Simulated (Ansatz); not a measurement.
# GaGeH5: vertical ionisation energy

An exercise on one series of results from a longer session: the logs are not shown, and one member is left open.

Computed with Ansatz 0.2.0, Gaussian basis. Level: unrestricted cation, the program's frozen cores in correlated methods.

Plan: UKS PBE-D4/def2-TZVPP; UKS r2SCAN-D4/def2-TZVPP; UKS PBE0-D4/def2-TZVPP; UKS B3LYP-D4/def2-TZVPP; UKS wB97X-V/def2-TZVPP; UKS wB97M-V/def2-TZVPP; UKS B2PLYP/def2-TZVPP; UHF-CCSD(T)/def2-TZVPP; UHF-CCSD(T)/def2-QZVPP; extrapolation to the limit; then −ε(HOMO) from the neutral's earlier runs with LDA (SPW92), PBE-D4, revPBE-D4, BLYP-D4, r2SCAN-D4, B97M-V, PBE0-D4, B3LYP-D4, r2SCANh-D4, r2SCAN0-D4, HSE06-D4, BHLYP-D4, CAM-B3LYP-D4, LC-ωPBE, ωB97X-V, ωB97M-V.

### The geometry

All runs share one geometry, relaxed beforehand with PBE0-D4 in a triple-zeta def2 set.

SMILES `[GaH2][GeH3]`, 7 atoms, charge 0, spin multiplicity 1.

Atoms are counted from 1 here; the program's logs count them from 0.

Bond lengths: Ga1–Ge2 2.444 Å, Ga1–H3 1.572 Å, Ga1–H4 1.572 Å, Ge2–H5 1.540 Å, Ge2–H6 1.543 Å, Ge2–H7 1.540 Å. Angles: Ge2–Ga1–H3 120.3°, Ge2–Ga1–H4 120.7°, H3–Ga1–H4 119.0°, Ga1–Ge2–H5 113.0°, Ga1–Ge2–H6 109.4°, Ga1–Ge2–H7 112.6°, H5–Ge2–H6 106.9°, H5–Ge2–H7 107.8°, H6–Ge2–H7 106.8°.

Coordinates:

| atom | x (Å) | y (Å) | z (Å) |
| --- | --- | --- | --- |
| Ga1 | -0.3665 | -1.3596 | 0.1114 |
| Ge2 | 0.2778 | 0.9879 | -0.1074 |
| H3 | 0.5299 | -2.3543 | 0.9350 |
| H4 | -1.6930 | -1.8917 | -0.5428 |
| H5 | -0.3075 | 1.6573 | -1.3646 |
| H6 | -0.2461 | 1.7798 | 1.1091 |
| H7 | 1.8055 | 1.1806 | -0.1406 |

The first run:

in.yaml

```yaml
crystal:
  periodic: [false, false, false]
  atoms:
    - {symbol: Ga, position_ang: [-0.366515, -1.359595, 0.111387]}
    - {symbol: Ge, position_ang: [0.277784, 0.987918, -0.107445]}
    - {symbol: H, position_ang: [0.529864, -2.354295, 0.934951]}
    - {symbol: H, position_ang: [-1.693016, -1.891687, -0.542814]}
    - {symbol: H, position_ang: [-0.307474, 1.657283, -1.364605]}
    - {symbol: H, position_ang: [-0.246114, 1.779791, 1.109113]}
    - {symbol: H, position_ang: [1.805481, 1.180585, -0.140588]}
basis:
  gaussian: {orbitals: def2-TZVPP}
total_charge: 1
magnetization: {spin_polarized: true, initial_magnetization: 1}
hamiltonian: {xc: pbe, dispersion: d4}
```

The run is started by

```sh
$ ansatz run in.yaml --threads 2 --pin off --events-out ev --progress --plain --max-ram 32768MiB --backend cpu
```

Among the steps run: Cation, UKS PBE-D4/def2-TZVPP; Cation, UKS r2SCAN-D4/def2-TZVPP; Cation, UKS PBE0-D4/def2-TZVPP; Cation, UKS B3LYP-D4/def2-TZVPP; Cation, UKS wB97X-V/def2-TZVPP; Cation, UKS wB97M-V/def2-TZVPP; Cation, UKS B2PLYP (frozen core)/def2-TZVPP; Cation, UHF-CCSD(T)/def2-TZVPP; Cation, UHF-CCSD(T)/def2-QZVPP.

One of the session's tables, all rows but one given; the rest of the session is left out.

It belongs to the step «Ionisation energies side by side». Orbital estimates, from the neutral's runs:

| functional | −ε(HOMO) (eV) |
| --- | --- |
| LDA (SPW92) | 6.66 |
| PBE-D4 | 6.55 |
| revPBE-D4 | 6.51 |
| BLYP-D4 | 6.41 |
| r2SCAN-D4 | 6.82 |
| B97M-V | 6.90 |
| PBE0-D4 | 7.60 |
| B3LYP-D4 | ? |
| r2SCANh-D4 | 7.20 |
| r2SCAN0-D4 | 7.78 |
| HSE06-D4 | 7.21 |
| BHLYP-D4 | 8.54 |
| CAM-B3LYP-D4 | 8.83 |
| LC-ωPBE | 10.13 |
| ωB97X-V | 9.80 |
| ωB97M-V | 9.62 |

Estimate the missing values for B3LYP-D4.

Worked estimate for «−ε(HOMO) (eV)». Against the share of exact exchange, BLYP-D4 (0, 6.41), BHLYP-D4 (0.5, 8.54) give a slope of 4.26 per unit share; at 0.2 the line stands at 7.26.

The run gave: −ε(HOMO) (eV): 7.41. In «−ε(HOMO) (eV)» the line misses by -0.15.
